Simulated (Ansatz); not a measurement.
# FH₃MgOSi: up Jacob's ladder to CCSD(T)

Aim: compute FH₃MgOSi with functionals from several rungs and with coupled cluster, and see how far each lands from CCSD(T) at the basis-set limit for the atomisation energy.

The runs use Ansatz 0.2.0, Gaussian basis; functionals in def2-TZVPP, the program's frozen cores in correlated methods.

Plan: LDA (SPW92), PBE-D4, revPBE-D4, BLYP-D4, r2SCAN-D4, B97M-V, PBE0-D4, B3LYP-D4, r2SCANh-D4, r2SCAN0-D4, HSE06-D4, BHLYP-D4, CAM-B3LYP-D4, LC-ωPBE, ωB97X-V, ωB97M-V, B2PLYP, PBE-QIDH; CCSD(T)/def2-SVP; CCSD(T)/def2-TZVPP; CCSD(T)/def2-QZVPP; extrapolation to the limit; RPA on PBE.

### Step 1. Structure used throughout

The geometry comes from an earlier relaxation with PBE0-D4 in a triple-zeta def2 set; it is a stationary point, not always the lowest conformer.

7 atoms, charge 0, spin multiplicity 1.

Atoms are counted from 1 here; the program's logs count them from 0.

Bond lengths: F1–Mg2 1.747 Å, Mg2–O3 1.783 Å, O3–Si4 1.614 Å, Si4–H5 1.492 Å, Si4–H6 1.492 Å, Si4–H7 1.492 Å. Angles: F1–Mg2–O3 180.0°, Mg2–O3–Si4 180.0°, O3–Si4–H5 111.2°, O3–Si4–H6 111.2°, O3–Si4–H7 111.2°, H5–Si4–H6 107.7°, H5–Si4–H7 107.7°, H6–Si4–H7 107.7°.

### Step 2. LDA

This LDA is Slater exchange with PW92 correlation.

in.yaml

```yaml
crystal:
  periodic: [false, false, false]
  atoms:
    - {symbol: F, position_ang: [-1.074561, -3.535009, 1.335051]}
    - {symbol: Mg, position_ang: [-0.592019, -1.965470, 0.737792]}
    - {symbol: O, position_ang: [-0.099801, -0.364210, 0.128417]}
    - {symbol: Si, position_ang: [0.345452, 1.086089, -0.423534]}
    - {symbol: H, position_ang: [-0.717304, 1.685521, -1.281960]}
    - {symbol: H, position_ang: [0.609399, 2.032243, 0.699311]}
    - {symbol: H, position_ang: [1.590134, 0.992835, -1.240678]}
basis:
  gaussian: {orbitals: def2-TZVPP}
hamiltonian: {xc: lda}
output: {orbitals: {seedname: orbitals}}
```

Run with:

```sh
ansatz run in.yaml --threads 2 --pin off --events-out ev --progress --plain --max-ram 32768MiB --backend cpu
```

Further steps of the session: PBE-D4 (GGA); revPBE-D4 (GGA); BLYP-D4 (GGA); r2SCAN-D4 (meta-GGA); B97M-V (meta-GGA); PBE0-D4 (hybrid); B3LYP-D4 (hybrid); r2SCANh-D4 (hybrid); r2SCAN0-D4 (hybrid); HSE06-D4 (hybrid); BHLYP-D4 (hybrid); CAM-B3LYP-D4 (range-separated); LC-ωPBE (range-separated); ωB97X-V (range-separated); ωB97M-V (range-separated); B2PLYP (double hybrid); PBE-QIDH (double hybrid); CCSD(T) in def2-SVP; CCSD(T) in def2-TZVPP; CCSD(T) in def2-QZVPP; RPA on PBE orbitals.

Before running them: what should the planned runs give, taken together? Wanted: atomisation energy, CCSD(T)/CBS; farthest beyond LDA; mean size of error, GGA; mean size of error, meta-GGA; mean size of error, hybrid; mean size of error, range-separated; mean size of error, double hybrid; gap, smallest and largest; T1 diagnostic.

As calculated:

| quantity | value |
| --- | --- |
| atomisation energy, CCSD(T)/CBS | 566.9 kcal/mol |
| functionals within 2.8 kcal/mol (0.5 %) | none; nearest ωB97X-V (-5.5 kcal/mol) |
| farthest beyond LDA | BHLYP-D4 (-28.6 kcal/mol) |
| mean size of error, GGA | 16.0 kcal/mol |
| mean size of error, meta-GGA | 7.8 kcal/mol |
| mean size of error, hybrid | 19.0 kcal/mol |
| mean size of error, range-separated | 8.0 kcal/mol |
| mean size of error, double hybrid | 16.0 kcal/mol |
| gap, smallest and largest | 4.29 eV (BLYP-D4), 11.25 eV (LC-ωPBE) |
| T1 diagnostic | 0.0117 |
| triples share of the correlation energy | 2.5 % |

In words: The LDA atomisation energy is off by 55.5 kcal/mol (10 %): it overbinds. PBE-D4 misses by -11.5 kcal/mol. Double hybrids carry the basis error of their MP2 part in triple zeta, and no dispersion term here, so their miss is partly the set-up's. By mean error the best rung here is meta-GGA (7.8 kcal/mol) and the worst beyond LDA is hybrid (19.0 kcal/mol). The gap between the best rungs is small, so their order is not settled. The mean of the hybrids holds BHLYP, with half exact exchange. Misses under about 2.8 kcal/mol are within the doubt on the reference itself, which lacks core-valence correlation, relativity and higher excitations. Hartree-Fock recovers 73 % of the binding; the rest is correlation. CCSD(T) in def2-SVP is off by -45.2 kcal/mol, more than most functionals: a good method in a small basis is no reference. Orbital gaps span 4.3 to 11.3 eV; exact exchange widens them. Correlated methods include outer-core shells of Mg, which these sets cover unevenly.
